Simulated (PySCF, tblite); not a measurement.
**C9H9N3: geometry, infrared bands and NMR shifts**

What infrared bands and NMR shifts should C9H9N3 (`Cc1ccccc1-n1ccnn1`) show?

Computed with tblite 0.8.0 and PySCF 2.14.0, with density-fitted response routines of our own, on a single molecule in the gas phase. Atoms are numbered from 0 throughout.

## 1. The starting structure

21 atoms, charge 0, multiplicity 1; geometry from: force field or distance geometry start.

Bonds of the start (Å): C0–C1 1.47, C1–C2 1.39, C2–C3 1.38, C3–C4 1.38, C4–C5 1.40, C5–C6 1.39, C6–N7 1.44, N7–C8 1.37, C8–C9 1.37, C9–N10 1.35, N10–N11 1.34, C6–C1 1.38, N11–N7 1.32, C0–H12 1.14, C0–H13 1.11, C0–H14 1.10, C2–H15 1.10, C3–H16 1.10, C4–H17 1.09, C5–H18 1.09, C8–H19 1.08, C9–H20 1.07.

## 2. Optimising the geometry with GFN2-xTB

What the job is given:

```
{"job": {"kind": "relax", "xc": "GFN2-xTB", "basis": "xTB"}, "charge": 0, "multiplicity": 1}
C     -0.725400     2.071000     0.480100
C     -1.045800     0.668800     0.194700
C     -2.366600     0.256400     0.284300
C     -2.652700    -1.061600     0.010000
C     -1.658000    -1.970900    -0.299500
C     -0.325300    -1.567700    -0.386700
C     -0.042000    -0.227900    -0.124100
N      1.341000     0.154700    -0.203100
C      2.411100    -0.686900    -0.064700
C      3.556300     0.054600    -0.212100
N      3.160500     1.320100    -0.447800
N      1.824600     1.362000    -0.436500
H     -1.720100     2.624500     0.601600
H     -0.211300     2.116300     1.467400
H     -0.200000     2.618200    -0.313100
H     -3.171700     0.954400     0.547200
H     -3.701400    -1.386600     0.081400
H     -1.844800    -3.019000    -0.516900
H      0.464000    -2.270100    -0.634000
H      2.316400    -1.740500     0.137400
H      4.582300    -0.252800    -0.166100
```

On the command line:

```console
OMP_NUM_THREADS=1 python probes_run.py task.json out
```

This one command runs all jobs of the session in turn.

**Question.** This job is followed by: GFN2-xTB harmonic vibrations, gas phase; GIAO PBE0/pcSseg-1 NMR shielding, non-relativistic, gas phase. What will the session give for the following? strongest single infrared mode (GFN2-xTB); zero-point energy (GFN2-xTB); 13C shifts against TMS (PBE0/pcSseg-1); 1H shifts against TMS (PBE0/pcSseg-1, means over atoms taken as alike); 15N shifts against NH3 (PBE0/pcSseg-1); surface potential, 1st and 99th percentile.

**Answer**, as computed:

| quantity | value |
| --- | --- |
| strongest single infrared mode (GFN2-xTB) | 1304 cm⁻¹, 61 km/mol |
| zero-point energy (GFN2-xTB) | 102.4 kcal/mol |
| 13C shifts against TMS (PBE0/pcSseg-1) | 141.0, 140.3, 137.8, 137.7, 133.9, 131.8, 129.7, 127.2, 25.1 ppm |
| 1H shifts against TMS (PBE0/pcSseg-1, means over atoms taken as alike) | 7.93, 7.91, 7.75, 7.64, 7.63, 7.54, 2.86 ppm |
| 15N shifts against NH3 (PBE0/pcSseg-1) | 401.6, 389.2, 281.3 ppm |
| surface potential, 1st and 99th percentile | -1.91 V and 1.43 V |

What this shows: Over 62 steps the energy fell by 0.422 eV; of the close pairs, N10–N11 changed most, 1.337 to 1.274 Å. All 57 modes are real, so the xTB geometry is a minimum. The strongest single mode, at 1304 cm⁻¹, has its largest shares on N10, N11 and C9 (the list is cut at 3 atoms). GFN2-xTB is a fitted tight-binding method: band positions and strengths are rough. Its intensities can rank the bands wrongly. At PBE0/pcSseg-1: The largest span, 562 ppm, is at N10, where the paramagnetic term is -452 ppm. NICS(1)zz of -27 ppm above the planar ring from C1 marks a diatropic (aromatic) ring current. NICS(1)zz of -32 ppm above the planar ring from N7 marks a diatropic (aromatic) ring current. At PBE0/pcSseg-1, counted by nearest atom on the grid, the HOMO lies on C3, C6 about 16 % each; C1 13 %, the LUMO on C3, C6 about 15 % each; N11 11 %.
